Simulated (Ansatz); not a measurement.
**CH4AlFSe: vertical spin-state energies from a Python script**

A script is to give vertical spin-state energies; the system is CH4AlFSe. SMILES: C[Se][AlH][F].

Computed with Ansatz 0.2.0 through its Python package. Level of theory: r2SCAN/def2-SVPD.

## 1. The system

Bond lengths: C1–Se2 1.937 Å, Se2–Al3 2.377 Å, Al3–F4 1.892 Å, C1–H5 1.167 Å, C1–H6 1.059 Å, C1–H7 1.124 Å, Al3–H8 1.593 Å. Angles: C1–Se2–Al3 90.7°, Se2–C1–H5 105.9°, Se2–C1–H6 113.3°, Se2–C1–H7 111.0°, H5–C1–H6 107.5°, H5–C1–H7 106.2°, H6–C1–H7 112.4°, Se2–Al3–F4 121.6°, Se2–Al3–H8 122.6°, F4–Al3–H8 115.7°.

The script reads ch4alfse.xyz:

```xyz
8

C    -0.98770    0.76870    0.52970
Se   -0.99470   -0.12400   -1.18960
Al    1.13880   -1.07120   -0.74050
F     2.73910   -0.16830   -1.19240
H    -1.98370    1.37440    0.57850
H    -0.98170    0.09850    1.34980
H    -0.15730    1.52380    0.58800
H     1.31920   -2.45910    0.02070
```

## 2. The script

The input, run_spin.py:

```python
"""Vertical spin-state energies of CH4AlFSe."""

import ansatz as az

mol = az.Crystal.molecule_from_extxyz("ch4alfse.xyz")

model = mol.calculation().basis(gaussian="def2-SVPD").functional("r2scan")
found = {}
for unpaired in [0, 2]:
    data = model.spin("collinear", total=unpaired).run(threads=1, backend="cpu").report
    s = unpaired / 2
    found[unpaired] = data["free_energy_ev"]
    print(f"2S+1 = {unpaired + 1}: E = {found[unpaired]:.5f} eV, <S^2> = {abs(data['mean_field']['state']['spin_squared']):.3f} (pure state {s * (s + 1):.2f})")
lowest = min(found, key=found.get)
for unpaired, e in found.items():
    print(f"multiplicity {unpaired + 1}: {23.060548 * (e - found[lowest]):.1f} kcal/mol above the lowest")
```

## 3. The calls as engine input

The package turns the script's settings into the engine's input (first run):

```yaml
crystal:
  periodic: [false, false, false]
  atoms:
    - { symbol: C, position_ang: [-0.9877, 0.7687, 0.5297] }
    - { symbol: Se, position_ang: [-0.9947, -0.124, -1.1896] }
    - { symbol: Al, position_ang: [1.1388, -1.0712, -0.7405] }
    - { symbol: F, position_ang: [2.7391, -0.1683, -1.1924] }
    - { symbol: H, position_ang: [-1.9837, 1.3744, 0.5785] }
    - { symbol: H, position_ang: [-0.9817, 0.0985, 1.3498] }
    - { symbol: H, position_ang: [-0.1573, 1.5238, 0.588] }
    - { symbol: H, position_ang: [1.3192, -2.4591, 0.0207] }
basis:
  gaussian:
    orbitals: def2-SVPD
hamiltonian:
  xc: r2scan
magnetization:
  spin_polarized: true
  initial_magnetization: 0.0
```

## 4. Running it

The run is started by

```sh
python run_spin.py
```

**Question.** Which spin state is lowest at this geometry, and how far above lie the others?

The runs gave:

| quantity | value |
| --- | --- |
| runs compared | 2 |
| lowest | run 1 (2S+1 = 1) |
| next above it by | 3.547 eV |

In words: In order: multiplicity 1 (+0.00 eV) and multiplicity 3 (+3.55 eV), all at the one geometry. The geometry is a force-field or estimated start, not a minimum of this method, and the basis set is short of its limit. All parts are taken at fixed geometry, without zero-point energy.
